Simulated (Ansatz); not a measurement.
# Si4O7: the cost of one run

Computed with Ansatz 0.2.0 (DFT LDA, scalar-relativistic, plane waves, PAW, unless a step's input says otherwise).

2 further runs of the same task are left out: 2 set aside as unsound or not needed.

### 1 The system as given

Symmetry: P4_2/mnm, No. 136, tetragonal system. Conventional cell: a = 4.155 Å, b = 4.155 Å, c = 2.661 Å, α = 90.00°, β = 90.00°, γ = 90.00°. Si (site symmetry mmm) is surrounded by 6 O at 1.75 to 1.80 Å. Around O (site symmetry m2m) lie 3 Si at 1.75 to 1.80 Å.

Structure file:

```cif
data_structure
_symmetry_space_group_name_H-M 'P4_2/mnm'
_symmetry_Int_Tables_number 136
_cell_length_a 4.1549
_cell_length_b 4.1549
_cell_length_c 2.6614
_cell_angle_alpha 90.000
_cell_angle_beta 90.000
_cell_angle_gamma 90.000
_cell_volume 45.94
loop_
_atom_site_label
_atom_site_type_symbol
_atom_site_symmetry_multiplicity
_atom_site_Wyckoff_symbol
_atom_site_fract_x
_atom_site_fract_y
_atom_site_fract_z
_atom_site_occupancy
Si1 Si 2 a 0.50000 0.50000 0.50000 1
O1 O 4 f 0.69444 0.69444 0.00000 1
```

It goes back to an entry of the Materials Project, which need not be the stable form.

It is the result of an earlier relaxation at this level (volume 7.66 Å³/atom; gap on the mesh: 5.82 eV).

### 2 What is varied

Atoms count from 1 in the order of the input.

An atom moved over a plane that holds its own site and a neighbouring vacancy.

The axes are (1) path of O9 from its site (0) to the vacancy (1), 2.285 Å: 11 values from −0.125 to 1.125; (2) shift of O9 across the path, along [-1 1 0]: 9 values from −0.500 Å.

Nothing else is relaxed (all other atoms held at the sites of the perfect crystal). Points are written as (first, second).

### 3 Grid point (−0.125, 0.000 Å)

input.yaml

```yaml
crystal:
  lattice:
    - [0.0, 4.1548619959, -2.6614337333]
    - [0.0, -4.1548619959, -2.6614337333]
    - [-4.1548619959, 0.0, 2.6614337333]
  atoms:
    - { symbol: Si, position: [0.25, 0.75, 0.5] }
    - { symbol: Si, position: [0.75, 0.25, 0.5] }
    - { symbol: Si, position: [0.0, 0.0, 1.0] }
    - { symbol: Si, position: [0.5, 0.5, 1.0] }
    - { symbol: O, position: [1.0, 0.3055647994, 0.3055647994] }
    - { symbol: O, position: [0.5555647994, 0.75, 0.8055647994] }
    - { symbol: O, position: [0.0555647994, 0.25, 0.8055647994] }
    - { symbol: O, position: [0.0, 0.6944352006, 0.6944352006] }
    - { symbol: O, position: [0.5, 0.2430440008, 0.7430440008] }
    - { symbol: O, position: [0.9444352006, 0.75, 0.1944352006] }
    - { symbol: O, position: [0.4444352006, 0.25, 0.1944352006] }
basis:
  ecutwfc: 420
kpoints:
  mp_grid: { grid: [6, 6, 6] }
hamiltonian:
  xc: lda
  pseudopotentials: { kind: paw, azcp: { folder: soft_1 } }
scf:
  occupations: { method: gaussian, width: 0.05 }
output:
  forces: true
  stress: true
  eigenvalues: true
  write_density: true
  write_potential: true
  elf: true
  volumetric_format: npy
```

Started as:

```
ansatz run input.yaml --threads 4 --pin off --max-ram 8192MiB --backend cpu --events-out ev --progress --plain --runs-dir out
```

Q: Estimate wall time and peak memory on 4 threads of Arm Neoverse V1, shared host.

About 7 s, with a peak of 0.41 GiB.
